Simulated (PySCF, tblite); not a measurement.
# C3H8BrOSi radical: geometry, infrared bands and EPR parameters

Aim: predict the infrared bands and EPR parameters of C3H8BrOSi radical (`CC[CH]O[SiH2]Br`).

Computed with tblite 0.8.0 and PySCF 2.14.0, with density-fitted response routines of our own, on a single molecule in the gas phase. Atoms are numbered from 0 throughout.

## 1. The molecule as given

14 atoms, charge 0, multiplicity 2; geometry from: force field or distance geometry start.

Bonds of the start (Å): C0–C1 1.48, C1–C2 1.50, C2–O3 1.34, O3–Si4 1.70, Si4–Br5 2.25, C0–H6 1.12, C0–H7 1.13, C0–H8 1.09, C1–H9 1.10, C1–H10 1.13, C2–H11 1.10, Si4–H12 1.46, Si4–H13 1.50.

## 2. Relaxing the molecule with GFN2-xTB

The job: settings as JSON, then the geometry in Å.

```
{"job": {"kind": "relax", "xc": "GFN2-xTB", "basis": "xTB"}, "charge": 0, "multiplicity": 2}
C     -2.240500     0.355700     0.054500
C     -0.999600    -0.453400     0.016300
C      0.078000     0.048600    -0.904900
O      1.212100    -0.668800    -0.956000
Si     2.431500    -0.276800     0.159800
Br     2.945800     1.910000     0.202000
H     -2.976100    -0.110700     0.761400
H     -2.757200     0.270400    -0.941500
H     -2.004000     1.388900     0.307800
H     -1.187700    -1.521200    -0.170600
H     -0.560700    -0.390600     1.055800
H      0.194800     1.143900    -0.862600
H      2.170600    -0.734300     1.526400
H      3.692200    -0.962100    -0.270800
```

The run is started by

```sh
> OMP_NUM_THREADS=1 python probes_run.py task.json out
```

One launch serves the whole session: the jobs run in the order shown.

The program printed:

```text
step      E/eV     max force
  0    -554.97049    2.233
  1    -555.17189    1.415
  2    -555.25893    0.764
  3    -555.31615    0.768
  4    -555.35986    0.747
  5    -555.38357    0.467
  6    -555.40404    0.388
  7    -555.42232    0.326
  8    -555.43168    0.276
  9    -555.43840    0.221
 10    -555.44446    0.249
 11    -555.45122    0.351
 12    -555.45854    0.315
 13    -555.46508    0.174
 14    -555.47013    0.179
 15    -555.47469    0.238
 16    -555.47912    0.210
 17    -555.48262    0.164
 18    -555.48574    0.153
 19    -555.48935    0.157
 20    -555.49369    0.225
 21    -555.49879    0.224
 22    -555.50416    0.187
 23    -555.50851    0.189
 24    -555.51157    0.139
 25    -555.51416    0.143
 26    -555.51599    0.092
 27    -555.51716    0.084
 28    -555.51826    0.117
 29    -555.51952    0.106
 30    -555.52183    0.099
 31    -555.52370    0.126
 32    -555.52589    0.124
 33    -555.52749    0.098
 34    -555.52866    0.072
 35    -555.52951    0.070
 36    -555.53004    0.111
 37    -555.53057    0.050
 38    -555.53105    0.042
 39    -555.53141    0.043
 40    -555.53172    0.046
 41    -555.53203    0.053
 42    -555.53240    0.061
 43    -555.53284    0.065
 44    -555.53337    0.063
 45    -555.53407    0.077
 46    -555.53511    0.090
 47    -555.53544    0.424
 48    -555.53759    0.179
 49    -555.53997    0.186
 50    -555.54381    0.396
 51    -555.54133    0.388
 52    -555.54735    0.108
 53    -555.54933    0.281
 54    -555.55233    0.256
 55    -555.56098    0.171
 56    -555.56381    0.207
 57    -555.55516    0.594
 58    -555.56587    0.152
 59    -555.56682    0.131
 60    -555.56975    0.137
 61    -555.57076    0.076
 62    -555.57231    0.107
 63    -555.57306    0.111
 64    -555.57432    0.117
 65    -555.57535    0.081
 66    -555.57652    0.092
 67    -555.57763    0.082
 68    -555.57842    0.081
 69    -555.57890    0.070
 70    -555.57942    0.062
 71    -555.58017    0.075
 72    -555.58105    0.064
 73    -555.58173    0.075
 74    -555.58226    0.077
 75    -555.58289    0.071
 76    -555.58378    0.095
 77    -555.58474    0.097
 78    -555.58561    0.095
 79    -555.58637    0.102
 80    -555.58715    0.077
 81    -555.58810    0.070
 82    -555.58927    0.090
 83    -555.59050    0.122
 84    -555.59185    0.178
 85    -555.59338    0.104
 86    -555.59464    0.150
 87    -555.59610    0.181
 88    -555.59829    0.149
 89    -555.59966    0.106
 90    -555.60106    0.091
 91    -555.60242    0.066
 92    -555.60375    0.075
 93    -555.60497    0.068
 94    -555.60611    0.102
 95    -555.60699    0.130
 96    -555.60889    0.121
 97    -555.61080    0.091
 98    -555.61266    0.089
 99    -555.61443    0.100
100    -555.61312    0.222
101    -555.61677    0.088
102    -555.61760    0.081
103    -555.61836    0.087
104    -555.61927    0.050
105    -555.61989    0.069
106    -555.62122    0.090
107    -555.62214    0.089
108    -555.62296    0.093
109    -555.62390    0.076
110    -555.62472    0.072
111    -555.62551    0.056
112    -555.62685    0.081
113    -555.62783    0.091
114    -555.62870    0.078
115    -555.62969    0.061
116    -555.63100    0.068
117    -555.63281    0.087
118    -555.63445    0.101
119    -555.63539    0.091
120    -555.63599    0.075
121    -555.63642    0.054
122    -555.63675    0.054
123    -555.63705    0.035
124    -555.63736    0.040
125    -555.63764    0.041
126    -555.63801    0.042
127    -555.63825    0.036
128    -555.63840    0.031
129    -555.63850    0.022
130    -555.63858    0.019
131    -555.63863    0.015
132    -555.63866    0.012
133    -555.63868    0.010
134    -555.63871    0.014
135    -555.63874    0.013
136    -555.63877    0.011
137    -555.63880    0.009
```

Wall time 0.87 s (1 thread of Arm Neoverse V1, shared host).

The steps of the relaxation: (not every step is listed)

| step | energy from step 0 (eV) | largest force (eV/Å) |
| --- | --- | --- |
| 0 | 0.0000 | 2.2327 |
| 1 | -0.2014 | 1.4152 |
| 2 | -0.2884 | 0.7640 |
| 3 | -0.3457 | 0.7676 |
| 4 | -0.3894 | 0.7473 |
| 5 | -0.4131 | 0.4667 |
| 6 | -0.4335 | 0.3880 |
| 7 | -0.4518 | 0.3258 |
| 8 | -0.4612 | 0.2761 |
| 20 | -0.5232 | 0.2250 |
| 32 | -0.5554 | 0.1236 |
| 44 | -0.5629 | 0.0628 |
| 56 | -0.5933 | 0.2074 |
| 68 | -0.6079 | 0.0809 |
| 80 | -0.6167 | 0.0771 |
| 92 | -0.6333 | 0.0751 |
| 104 | -0.6488 | 0.0497 |
| 116 | -0.6605 | 0.0680 |
| 128 | -0.6679 | 0.0305 |
| 132 | -0.6682 | 0.0121 |
| 133 | -0.6682 | 0.0102 |
| 134 | -0.6682 | 0.0141 |
| 135 | -0.6682 | 0.0135 |
| 136 | -0.6683 | 0.0115 |
| 137 | -0.6683 | 0.0092 |

Close pairs (by a distance rule), those that changed most:

| bond | before (Å) | after (Å) | change (Å) |
| --- | --- | --- | --- |
| O3–Si4 | 1.699 | 1.610 | -0.088 |
| Si4–H13 | 1.498 | 1.443 | -0.055 |
| C0–C1 | 1.482 | 1.524 | +0.042 |
| C0–H7 | 1.125 | 1.087 | -0.038 |
| C0–H6 | 1.122 | 1.087 | -0.035 |
| C1–H10 | 1.130 | 1.097 | -0.033 |
| C2–H11 | 1.102 | 1.075 | -0.027 |
| C1–C2 | 1.504 | 1.478 | -0.026 |

The final coordinates are the input of the step that follows.

## 3. Infrared spectrum with GFN2-xTB

The job: settings as JSON, then the geometry in Å.

```
{"job": {"kind": "ir", "xc": "GFN2-xTB", "basis": "xTB"}, "charge": 0, "multiplicity": 2}
C     -2.226743     0.393281     0.062711
C     -0.823909    -0.177818     0.232678
C      0.006077     0.029036    -0.973004
O      1.337048    -0.135223    -0.960639
Si     2.500913    -0.380703     0.124791
Br     2.650485     1.335402     1.530949
H     -2.811785     0.225059     0.963077
H     -2.734718    -0.083477    -0.772061
H     -2.179737     1.462765    -0.125161
H     -0.898547    -1.252984     0.466730
H     -0.334768     0.290516     1.095900
H     -0.414420     0.187102    -1.950005
H      2.256565    -1.517086     0.999590
H      3.672861    -0.376340    -0.717722
```

The program printed:

```text
mode    cm-1     km/mol
  1      14.1      0.28
  2      42.2      5.75
  3      86.8      3.08
  4     136.4      4.11
  5     208.2      0.51
  6     212.2     17.84
  7     242.9     12.33
  8     305.0      0.27
  9     405.0     17.26
 10     462.2     15.55
 11     540.7    113.84
 12     637.2     30.97
 13     743.1    306.96
 14     747.9     91.13
 15     788.0    301.06
 16     805.8     45.34
 17     951.8     23.53
 18    1051.7      1.49
 19    1091.1      0.85
 20    1150.3      9.69
 21    1219.2      0.32
 22    1244.2     20.41
 23    1285.4     85.51
 24    1357.4     55.60
 25    1412.4      2.73
 26    1457.6      0.89
 27    1496.7      3.89
 28    1500.3      4.74
 29    2322.0    214.19
 30    2438.6    198.42
 31    2810.7     33.53
 32    2913.9     31.40
 33    3040.5     31.97
 34    3045.7     27.37
 35    3048.8     17.16
 36    3112.7     22.88
```

Wall time 0.41 s (1 thread of Arm Neoverse V1, shared host).

Which atoms move in the most intense modes:

| cm⁻¹ | km/mol | atoms |
| --- | --- | --- |
| 541 | 113.8 | H13 43 %, H12 22 %, O3 15 %, Si4 11 % |
| 743 | 307.0 | H12 58 %, H13 37 % |
| 748 | 91.1 | H12 37 %, H13 26 %, C2 14 % |
| 788 | 301.1 | Si4 25 %, H13 18 %, H12 12 % |
| 1285 | 85.5 | O3 29 %, C2 25 %, H9 17 %, H10 17 % |
| 1357 | 55.6 | C2 30 %, C1 26 %, H10 18 % |
| 2322 | 214.2 | H12 97 % |
| 2439 | 198.4 | H13 97 % |

## 4. EPR parameters: B3LYP/def2-TZVP-core+pcH-1

Same as in step 3 but for these lines:

```diff
@@ -1,2 +1,2 @@
-{"job": {"kind": "ir", "xc": "GFN2-xTB", "basis": "xTB"}, "charge": 0, "multiplicity": 2}
+{"job": {"kind": "epr", "basis": "pcH-1"}, "charge": 0, "multiplicity": 2}
 C     -2.226743     0.393281     0.062711
```

With the program's defaults for keys left out, this is: UKS B3LYP, def2-TZVP-core on Br, pcH-1 on C H O Si, non-relativistic, mean-field spin-orbit, GIAO.

The program printed:

```text
UKS, coarse grid
  cycle   1  E = -3057.98129423  |g| = 1.63e+00
  cycle   2  E = -3057.83375166  |g| = 9.57e-01
  cycle   3  E = -3057.94723257  |g| = 7.00e-01
  cycle   4  E = -3058.10038443  |g| = 9.46e-02
  cycle   5  E = -3058.10230905  |g| = 3.83e-02
  cycle   6  E = -3058.10294139  |g| = 7.81e-03
  cycle   7  E = -3058.10296183  |g| = 1.48e-03
  cycle   8  E = -3058.10296354  |g| = 6.14e-04
UKS, final grid
  cycle   1  E = -3058.10301900  |g| = 6.67e-04
  cycle   2  E = -3058.10301896  |g| = 8.31e-04
  cycle   3  E = -3058.10301914  |g| = 7.59e-05
  cycle   4  E = -3058.10301914  |g| = 5.25e-05
  cycle   5  E = -3058.10301914  |g| = 1.45e-05
E = -3058.10301914 Eh   <S^2> = 0.7536 (exact 0.7500)
g shifts (ppm)      1          2          3
  rmc          -172       -172       -172
  gc             21         15         45
  oz_so       -2782        490       2059
  total       -2933        333       1931
hyperfine (MHz)  atom isotope    a_iso     a_fc   dipolar eigenvalues
    0   13C       8.83       8.83     -1.26     -1.00      2.26
    1   13C     -31.86     -31.87     -1.45     -0.70      2.15
    2   13C      98.51      98.56    -82.08    -79.61    161.68
    3   17O      -6.39      -6.38    -38.02     18.46     19.56
    4  29Si      -5.16      -5.17     -5.61      2.36      3.25
    5  79Br      43.79      43.64    -10.73    -10.26     20.99
    6    1H      -2.08      -2.08     -1.82     -1.51      3.33
    7    1H      -1.80      -1.80     -2.85     -2.62      5.47
    8    1H      -2.00      -2.00     -3.67     -2.63      6.30
    9    1H     128.14     128.14     -4.84     -3.51      8.34
   10    1H      61.22      61.23     -4.77     -4.24      9.01
   11    1H     -65.27     -65.30    -38.03     -0.17     38.20
   12    1H       6.16       6.17     -1.93     -1.78      3.71
   13    1H      -4.25      -4.25     -2.56     -1.50      4.05
```

Wall time 2.5 min (1 thread of Arm Neoverse V1, shared host); peak memory 1.3 GiB.

Principal g values 1.99939, 2.00265, 2.00425; g(iso) = 2.00210, against 2.00232 for a free electron.

Hyperfine couplings; where a row names several nuclei, a(iso) is their mean (it holds for fast rotation or exchange) and the dipolar term the largest among them:

| nuclei | isotope | a(iso) (MHz) | a(iso) (G, at g = 2.0023) | largest dipolar term (MHz) |
| --- | --- | --- | --- | --- |
| C2 | 13C | 98.5 | 35.2 | 161.7 |
| H9, H10 | 1H | 94.7 | 33.8 | 9.0 |
| H11 | 1H | -65.3 | -23.3 | 38.2 |
| Br5 | 79Br | 43.8 | 15.6 | 21.0 |
| C1 | 13C | -31.9 | -11.4 | 2.2 |
| C0 | 13C | 8.8 | 3.2 | 2.3 |
| O3 | 17O | -6.4 | -2.3 | -38.0 |
| Si4 | 29Si | -5.2 | -1.8 | -5.6 |
| H6, H7, H8 | 1H | -2.0 | -0.7 | 6.3 |
| H12, H13 | 1H | 1.0 | 0.3 | 4.1 |

Mulliken spin populations:

C0 0.01; C1 -0.08; C2 0.93; O3 0.06; Si4 0.03; Br5 0.01; H6 0.00; H7 0.00; H8 0.00; H9 0.06; H10 0.03; H11 -0.05; H12 0.00; H13 0.00

In first order the couplings over 0.8 MHz of 1H, 79Br give 288 distinct lines over 140.5 G, if the averaged nuclei exchange fast; the same motion can average rows kept apart here too.

The fields below are evaluated on a grid from the run's orbitals.

ELF in a plane through or near 9 of the atoms.

Values, 10 rows by 14 columns:
```
0.00 0.00 0.00 0.00 0.00 0.00 0.00 0.00 0.00 0.00 0.00 0.00 0.00 0.00
0.00 0.00 0.00 0.03 0.09 0.03 0.00 0.00 0.00 0.00 0.00 0.00 0.00 0.00
0.00 0.00 0.04 0.28 0.41 0.21 0.01 0.10 0.01 0.01 0.13 0.00 0.00 0.00
0.00 0.00 0.03 0.16 0.27 0.11 0.07 0.99 0.30 0.53 0.99 0.65 0.00 0.00
0.00 0.00 0.03 0.16 0.10 0.18 0.05 0.94 0.62 0.68 0.96 0.34 0.00 0.00
0.00 0.10 0.97 0.97 0.79 0.81 0.37 0.93 0.63 0.63 0.91 0.20 0.00 0.00
0.00 0.17 1.00 1.00 0.25 0.73 0.80 0.34 0.15 0.58 0.99 0.52 0.00 0.00
0.00 0.00 0.69 0.67 0.01 0.63 0.07 0.97 0.88 0.01 0.15 0.01 0.00 0.00
0.00 0.00 0.00 0.00 0.00 0.00 0.00 0.50 0.30 0.00 0.00 0.00 0.00 0.00
0.00 0.00 0.00 0.00 0.00 0.00 0.00 0.00 0.00 0.00 0.00 0.00 0.00 0.00
```
The map spans 12.5 Å across and 9.0 Å up, centred on the molecule. Atoms in the plane (x, y in Å): C0 (2.3, 0.2), C1 (0.8, 0.2), C2 (0.0, -1.0), O3 (-1.3, -1.0), Si4 (-2.5, 0.0), H6 (2.8, 1.1), H7 (2.7, -0.7), H10 (0.3, 1.1), H13 (-3.7, -0.9).

On the surface of density 0.002 e/bohr³ the electrostatic potential runs, from the 1st to the 99th percentile, from -0.68 V near O3 to 1.38 V near H12.

The spin density lies nearest to C2 61 %; O3 11 %; H11 10 %.

## 5. Outcome

```
                                                                  quantity                 value
                                 strongest single infrared mode (GFN2-xTB)  743 cm⁻¹, 307 km/mol
                                              zero-point energy (GFN2-xTB)         63.4 kcal/mol
                                                            g(iso) (B3LYP)               2.00210
                                                                      ⟨S²⟩    0.754 (exact 0.75)
                                        largest a(iso) (averaged by class)   13C on C2, 98.5 MHz
potential on the surface of density 0.002 e/bohr³, 1st and 99th percentile    -0.68 V and 1.38 V
```

**Reading.** The optimisation took 137 steps and gained 0.668 eV; among the close pairs (by a distance rule), O3–Si4 changed most, from 1.699 to 1.610 Å. All 36 modes are real, so the xTB geometry is a minimum. The strongest single mode, at 743 cm⁻¹, moves mainly H12 and H13. GFN2-xTB is a fitted tight-binding method: band positions and strengths are rough. Its intensities can rank the bands wrongly. Most of the unpaired spin sits on C2 (0.93 e). The isotropic g lies 0.2 ppt below the free-electron value. The hyperfine terms hold no scalar relativity, which the heavier nuclei need. These values are for one conformer; the search (at its own cheap level) found 2 more, at 0.92, 1.01 kcal/mol, and measured spectra average over such forms.
